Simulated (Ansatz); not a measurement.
# TiGa3: the cost of one run

Program: Ansatz 0.2.0. Level of theory: DFT PBEsol, scalar-relativistic, plane waves, PAW. These are calculated values, not measurements.

1 further run of the same task is left out (set aside as unsound or not needed).

## 1. The structure to begin with

The structure is tetragonal, space group I4/mmm (No. 139). The conventional cell has a = 3.746 Å, b = 3.746 Å, c = 8.676 Å, α = 90.00°, β = 90.00°, γ = 90.00°. Ti (site symmetry 4/mmm) has 12 Ga at 2.65 to 2.87 Å in its first shell of neighbours. Around Ga (site symmetry 4/mmm) lie 4 Ti at 2.65 Å and 8 Ga at 2.87 Å. Ga (site symmetry -4m2) is surrounded by 8 Ga at 2.65 to 2.87 Å and 4 Ti at 2.87 Å.

Structure file:

```cif
data_structure
_symmetry_space_group_name_H-M 'P 1'
_symmetry_Int_Tables_number 1
_cell_length_a 5.0828
_cell_length_b 5.0828
_cell_length_c 5.0828
_cell_angle_alpha 136.759
_cell_angle_beta 136.759
_cell_angle_gamma 62.809
_cell_volume 60.86
loop_
_atom_site_label
_atom_site_type_symbol
_atom_site_fract_x
_atom_site_fract_y
_atom_site_fract_z
_atom_site_occupancy
Ti1 Ti 0.00000 0.00000 0.00000 1
Ga1 Ga 0.50000 0.50000 0.00000 1
Ga2 Ga 0.75000 0.25000 0.50000 1
Ga3 Ga 0.25000 0.75000 0.50000 1
```

It is the result of an earlier relaxation at this level (volume 15.22 Å³/atom; gap on the mesh: none (metal)).

## 2. Electronic structure at the relaxed geometry

input.yaml reads:

```yaml
crystal:
  lattice:
    - [-1.8727788638, 1.8727788638, 4.3382061907]
    - [1.8727788638, -1.8727788638, 4.3382061907]
    - [1.8727788638, 1.8727788638, -4.3382061907]
  atoms:
    - { symbol: Ti, position: [0.0, 0.0, 0.0] }
    - { symbol: Ga, position: [0.5, 0.5, 0.0] }
    - { symbol: Ga, position: [0.75, 0.25, 0.5] }
    - { symbol: Ga, position: [0.25, 0.75, 0.5] }
basis:
  ecutwfc: 420
kpoints:
  mp_grid: { grid: [16, 16, 16] }
  band_path:
    path:
      - [[0.0, 0.0, 0.0], [0.0, 0.0, 0.5], [0.25, 0.25, 0.25], [0.0, 0.5, 0.0], [0.0, 0.0, 0.0], [0.5, 0.5, -0.5], [0.29658999, 0.70341001, -0.29658999]]
      - [[-0.29658999, 0.29658999, 0.29658999], [0.0, 0.0, 0.0]]
      - [[0.0, 0.0, 0.5], [-0.09317998, 0.09317998, 0.5]]
      - [[0.5, 0.5, -0.09317998], [0.5, 0.5, -0.5]]
    npoints: 14
hamiltonian:
  xc: pbesol
scf:
  occupations: { method: gaussian, width: 0.1 }
  n_extra_bands: 10
output:
  forces: true
  stress: true
  eigenvalues: true
  populations: true
  dos: { projected: true, de: 0.02, nscf_kmesh: { grid: [24, 24, 24] } }
  bader: true
  write_density: true
  write_potential: true
  elf: true
  volumetric_format: npy
```

Started as:

```console
> ansatz run input.yaml --threads 1 --pin off --max-ram 2560MiB --backend cpu --events-out ev --progress --plain --runs-dir out
```

**Question.** How long does this run take on 1 thread of Arm Neoverse V2, shared host, and how much memory does it need?

About 2.4 min, with a peak of 1.4 GiB.
